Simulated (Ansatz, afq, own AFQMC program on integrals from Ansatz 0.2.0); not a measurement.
# GeH2 (singlet): AFQMC on the coupled-cluster ladder at distance Ge1–H3 = 2.253 Å, cc-pVDZ

The task here is to estimate one member of a computed series from the others.

Method: cc-pVDZ, frozen cores; program: Ansatz 0.2.0, Gaussian basis, and an in-house AFQMC program (afq) on its integrals; all values are calculated.

The runs, in order: Full CI; PBE (unrestricted); r2SCAN (unrestricted); PBE0 (unrestricted); CCSD(T) on RHF; B3LYP (unrestricted); Full CI; wB97M-V (unrestricted); B2PLYP (unrestricted); CCSDT(Q) on RHF; CCSDTQ on RHF; Phaseless AFQMC, CISD trial on RHF; UHF; CCSD(T) on UHF; CCSDT(Q) on UHF; CCSDTQ on UHF; Phaseless AFQMC, CISD trial on UHF.

2 further runs of the same task are left out: 2 that didn't finish.

### The geometry

The geometry derives from a PBE0/def2-TZVP stationary point (not a proven minimum). One bond is set to the value named and the two fragments are kept rigid. No spin-orbit coupling is included. The filled d shell of Ge may be among the frozen orbitals whatever the setting's name suggests; the logs give the count.

3 atoms, charge 0, spin multiplicity 1.

Atoms are counted from 1 here; the program's logs count them from 0.

Bond lengths: Ge1–H2 1.594 Å.

The first run:

The input, in.yaml:

```yaml
crystal:
  periodic: [false, false, false]
  atoms:
    - {symbol: Ge, position_ang: [0.000000, -0.036521, -0.006326]}
    - {symbol: H, position_ang: [0.000000, 1.084329, -1.139814]}
    - {symbol: H, position_ang: [0.000000, 1.547626, 1.595700]}
basis:
  gaussian: {orbitals: cc-pVDZ}
correlation: {method: fci, electrons: outside_noble_gas}
```

Started as:

```sh
$ ansatz run in.yaml --threads 1 --pin off --events-out ev --progress --plain --max-ram 24576MiB --backend cuda --devices 0, --max-vram 18GiB
```

Steps of the session up to this table: Full CI; PBE (unrestricted); r2SCAN (unrestricted); PBE0 (unrestricted); CCSD(T) on RHF; B3LYP (unrestricted); wB97M-V (unrestricted); B2PLYP (unrestricted); CCSDT(Q) on RHF; CCSDTQ on RHF; Phaseless AFQMC, CISD trial on RHF; UHF; CCSD(T) on UHF; CCSDT(Q) on UHF; CCSDTQ on UHF; Phaseless AFQMC, CISD trial on UHF.

One of the session's tables, all rows but one given; the rest of the session is left out.

It belongs to the step «AFQMC on the ladder». On the RHF determinant, counted from full CI (exact for this spin and basis):

```
                                                level  from full CI (kcal/mol)
                                                   HF                   +76.77
                                                  MP2                   +22.46
                                                 CCSD                    +2.43
                                              CCSD(T)                    +0.56
                                             CCSDT(Q)                        ?
                                               CCSDTQ                     0.00
                                              full CI                     0.00
Phaseless AFQMC, CISD trial, step 0.005, 4000 walkers                    +0.34
```

Q: Estimate the row for CCSDT(Q) from the others.

The run gave: from full CI (kcal/mol): +0.01. In the column «from full CI (kcal/mol)» it lies between full CI (0.00) and Phaseless AFQMC, CISD trial, step 0.005, 4000 walkers (+0.34).
